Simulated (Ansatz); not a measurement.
**GeAsH3+ (doublet): the correlation ladder, cc-pVTZ**

One table from this session's results is given with a row withheld; the runs are named, their logs left out.

Computed with Ansatz 0.2.0, Gaussian basis. Level: cc-pVTZ, core rule «outside noble gas», up to 28 orbitals frozen.

The runs, in order: UHF; CCSD(T) on ROHF; CCSD(T) on UHF; BCCD(T) on ROHF; CCSDT(Q) on ROHF; CCSDT(Q) on UHF; CASSCF and NEVPT2, 11 electrons in 11 orbitals.

3 further runs of the same task are left out: 3 set aside as unsound or not needed.

## The geometry

The geometry is a PBE0/def2-TZVP stationary point (not a proven minimum) of the parent state, kept for this charge and spin. No spin-orbit coupling is included. The filled d shell of Ge, As may be among the frozen orbitals whatever the setting's name suggests; the logs give the count.

5 atoms, charge 1, spin multiplicity 2.

Atoms are counted from 1 here; the program's logs count them from 0.

Bond lengths: Ge1–As2 2.224 Å, Ge1–H3 1.535 Å, Ge1–H4 1.535 Å, As2–H5 1.527 Å. Angles: As2–Ge1–H3 126.7°, As2–Ge1–H4 122.0°, H3–Ge1–H4 111.3°, Ge1–As2–H5 89.5°.

Set-up of the first run:

File in.yaml:

```yaml
crystal:
  periodic: [false, false, false]
  atoms:
    - {symbol: Ge, position_ang: [0.000000, 0.013038, 1.109668]}
    - {symbol: As, position_ang: [0.000000, -0.032616, -1.113827]}
    - {symbol: H, position_ang: [0.000000, 1.262112, 2.002050]}
    - {symbol: H, position_ang: [0.000000, -1.271440, 1.950143]}
    - {symbol: H, position_ang: [0.000000, 1.494075, -1.131152]}
basis:
  gaussian: {orbitals: cc-pVTZ}
total_charge: 1
magnetization: {spin_polarized: true, initial_magnetization: 1}
hamiltonian: {xc: hf}
output: {orbitals: {seedname: orbitals}}
```

Launch:

```
$ ansatz run in.yaml --threads 1 --pin off --events-out ev --progress --plain --max-ram 4096MiB --backend cpu
```

Steps of the session up to this table: UHF; CCSD(T) on ROHF; CCSD(T) on UHF; BCCD(T) on ROHF; CCSDT(Q) on ROHF; CCSDT(Q) on UHF; CASSCF and NEVPT2, 11 electrons in 11 orbitals.

One table of the session follows, with a row left open; its other results are not shown here.

```
        method  from UCCSDT(Q) (kcal/mol)
          ROHF                    +160.87
           UHF                    +158.76
          RMP2                     +29.41
          UMP2                     +29.85
         RCCSD                      +6.75
         UCCSD                      +6.64
      RCCSD(T)                      +1.12
      UCCSD(T)                      +1.09
       BCCD(T)                      +1.11
        RCCSDT                      +0.31
        UCCSDT                      +0.26
     RCCSDT(Q)                      +0.06
     UCCSDT(Q)                          0
CASSCF valence                    +109.73
NEVPT2 valence                          ?
```

**Question.** Estimate the row for NEVPT2 valence.

**Answer.** from UCCSDT(Q) (kcal/mol): +26.38. In the column «from UCCSDT(Q) (kcal/mol)» it lies between RCCSD (+6.75) and RMP2 (+29.41).

To keep in mind: Restricted and unrestricted rows rest on different reference determinants; where their highest levels disagree by more than a few hundredths of an eV, they describe different states and don't form one ladder.
